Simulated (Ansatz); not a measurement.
**C2H5BN2: one species, many methods**

The task here is to estimate one member of a computed series from the others.

The runs use Ansatz 0.2.0, Gaussian basis; functionals in def2-TZVPP, the program's frozen cores in correlated methods.

Plan: LDA (SPW92), PBE-D4, revPBE-D4, BLYP-D4, r2SCAN-D4, B97M-V, PBE0-D4, B3LYP-D4, r2SCANh-D4, r2SCAN0-D4, HSE06-D4, BHLYP-D4, CAM-B3LYP-D4, LC-ωPBE, ωB97X-V, ωB97M-V, B2PLYP, PBE-QIDH; CCSD(T)/def2-SVP; CCSD(T)/def2-TZVPP; MP2/def2-QZVPP; extrapolation to the limit; RPA on PBE.

## The relaxed structure

An earlier PBE0-D4 in a triple-zeta def2 set relaxation fixed the geometry.

10 atoms, charge 0, spin multiplicity 1.

Atoms are counted from 1 here; the program's logs count them from 0.

Bond lengths: B1–C2 1.571 Å, B1–N5 1.390 Å, B1–H6 1.191 Å, C2–N3 1.284 Å, C2–H7 1.089 Å, N3–C4 1.435 Å, C4–N5 1.446 Å, C4–H8 1.097 Å, C4–H9 1.097 Å, N5–H10 1.005 Å. Angles: C2–B1–N5 101.4°, C2–B1–H6 132.9°, N5–B1–H6 125.7°, B1–C2–N3 111.5°, B1–C2–H7 130.7°, N3–C2–H7 117.8°, C2–N3–C4 109.1°, N3–C4–N5 107.5°, N3–C4–H8 109.1°, N3–C4–H9 109.1°, N5–C4–H8 111.9°, N5–C4–H9 111.9°, H8–C4–H9 107.4°, B1–N5–C4 110.5°, B1–N5–H10 129.4°, C4–N5–H10 120.1°.

Geometry (Å):

```
atom     x (Å)     y (Å)     z (Å)
  B1   0.10396   1.13483  -0.45797
  C2   1.18328   0.50954   0.49790
  N3   0.86873  -0.68585   0.84511
  C4  -0.37789  -1.03971   0.22983
  N5  -0.81224   0.09452  -0.55575
  H6   0.01289   2.19359  -0.99555
  H7   2.11158   0.92371   0.88759
  H8  -0.23100  -1.93392  -0.38836
  H9  -1.10258  -1.29791   1.01181
 H10  -1.67352   0.05010  -1.07171
```

Set-up of the first run:

The input, in.yaml:

```yaml
crystal:
  periodic: [false, false, false]
  atoms:
    - {symbol: B, position_ang: [0.103962, 1.134827, -0.457969]}
    - {symbol: C, position_ang: [1.183277, 0.509537, 0.497900]}
    - {symbol: N, position_ang: [0.868726, -0.685851, 0.845108]}
    - {symbol: C, position_ang: [-0.377890, -1.039709, 0.229827]}
    - {symbol: N, position_ang: [-0.812236, 0.094521, -0.555747]}
    - {symbol: H, position_ang: [0.012891, 2.193585, -0.995553]}
    - {symbol: H, position_ang: [2.111584, 0.923714, 0.887591]}
    - {symbol: H, position_ang: [-0.231004, -1.933919, -0.388357]}
    - {symbol: H, position_ang: [-1.102585, -1.297909, 1.011808]}
    - {symbol: H, position_ang: [-1.673525, 0.050104, -1.071708]}
basis:
  gaussian: {orbitals: def2-TZVPP}
hamiltonian: {xc: lda}
output: {orbitals: {seedname: orbitals}}
```

Run with:

```
> ansatz run in.yaml --threads 2 --pin off --events-out ev --progress --plain --max-ram 4352MiB
```

Steps of the session up to this table: LDA; PBE-D4 (GGA); revPBE-D4 (GGA); BLYP-D4 (GGA); r2SCAN-D4 (meta-GGA); B97M-V (meta-GGA); PBE0-D4 (hybrid); B3LYP-D4 (hybrid); r2SCANh-D4 (hybrid); r2SCAN0-D4 (hybrid); HSE06-D4 (hybrid); BHLYP-D4 (hybrid); CAM-B3LYP-D4 (range-separated); LC-ωPBE (range-separated); ωB97X-V (range-separated); ωB97M-V (range-separated); B2PLYP (double hybrid); PBE-QIDH (double hybrid).

One of the session's tables, all rows but one given; the rest of the session is left out.

It belongs to the step «Orbital energies across the functionals». 

```
  functional  HOMO (eV)  gap (eV)
 LDA (SPW92)      -5.99      3.68
      PBE-D4      -5.88      3.78
   revPBE-D4      -5.84      3.81
     BLYP-D4      -5.78      3.81
   r2SCAN-D4      -6.19      4.26
      B97M-V          ?         ?
     PBE0-D4      -7.41      6.27
    B3LYP-D4      -7.17      5.80
  r2SCANh-D4      -6.76      5.18
  r2SCAN0-D4      -7.62      6.57
    HSE06-D4      -7.00      5.48
    BHLYP-D4      -8.87      8.78
CAM-B3LYP-D4      -8.86      8.85
     LC-ωPBE     -10.23     11.37
     ωB97X-V      -9.89     10.96
     ωB97M-V      -9.80     10.74
```

**Question.** Estimate the row for B97M-V.

The run gave: HOMO (eV): -6.38; gap (eV): 4.47. In the column «HOMO (eV)» it lies between r2SCANh-D4 (-6.76) and r2SCAN-D4 (-6.19).
